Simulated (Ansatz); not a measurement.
## Mo, space group P6/mmm: cell relaxations under several functionals, step by step

Program: the Python package of Ansatz (0.2.0).

Notebook, run cell by cell (the value of a cell's last expression is shown):

```python
import ansatz as az
import numpy as np
```

```python
def edges_and_angles(cell):
    cell = np.asarray(cell)
    a, b, c = np.linalg.norm(cell, axis=1)
    cosines = cell[1] @ cell[2] / (b * c), cell[0] @ cell[2] / (a * c), cell[0] @ cell[1] / (a * b)
    return (a, b, c, *np.degrees(np.arccos(cosines)))

structure = (
    az.Lattice.of((2.7355104, 0.0, 0.0), (-1.3677552, 2.3690215, 0.0), (0.0, 0.0, 2.5551807))
    .atom("Mo", (0.0, 0.0, 0.5))
)
```

```python
calc = (
    structure.calculation()
    .kpoints(spacing=0.22)
    .occupations("fermi_dirac")
    .relax(cell=True, force_tolerance=0.01, max_steps=100)
)
```

```python
levels = [("pbesol", "d3bj"), ("pbesol", "none"), ("lda", "none")]
print("level            a       b       c    alpha   beta  gamma  V/atom  steps")
for name, dispersion in levels:
    seen = []
    run = calc.functional(name, dispersion=dispersion).session().plan()
    done = run.execute(on_event=lambda e: seen.append(e) if e["event"] == "relax_step" else None)
    cell = done.lattice.cell_ang
    label = name if dispersion == "none" else f"{name}+{dispersion}"
    print("{:13s} {:7.4f} {:7.4f} {:7.4f} {:6.2f} {:6.2f} {:6.2f}".format(label, *edges_and_angles(cell)), f"{abs(np.linalg.det(cell)) / len(done.lattice.sites):7.3f} {len(seen):5d}")
```

    level            a       b       c    alpha   beta  gamma  V/atom  steps
    DeckWarning: basis.ecutwfc = 420 eV, auto-derived from the records' recommended cutoffs: set by Mo (normal level)
    pbesol+d3bj    2.7182  2.7182  2.4614  90.00  90.00 120.00  15.749     7
    pbesol         2.7456  2.7456  2.4877  90.00  90.00 120.00  16.241     7
    lda            2.7311  2.7311  2.4650  90.00  90.00 120.00  15.922     7

From smallest to largest: PBEsol+D3BJ (15.75 Å³ an atom, -4.9 % against the start), LDA (15.92 Å³ an atom, -3.8 % against the start) and PBEsol (16.24 Å³ an atom, -1.9 % against the start). The spread is 3.1 % in volume.

Reading the output:
- Dispersion corrections can be off by several per cent in the lattices of metals, and by several GPa in the pressure at a fixed cell.
- For a metal this k-point mesh is coarse: on a finer one energies can move by several to tens of meV an atom and pressures by half a GPa or more, differences at one mesh by less.
- This isn't the structure that Mo takes at ambient conditions.
- Warnings are shown shortened and without file and line.
- It ran for 30 s on 1 thread of Intel(R) Xeon(R) Processor @ 2.30GHz, on a shared host, peak memory 0.51 GiB.
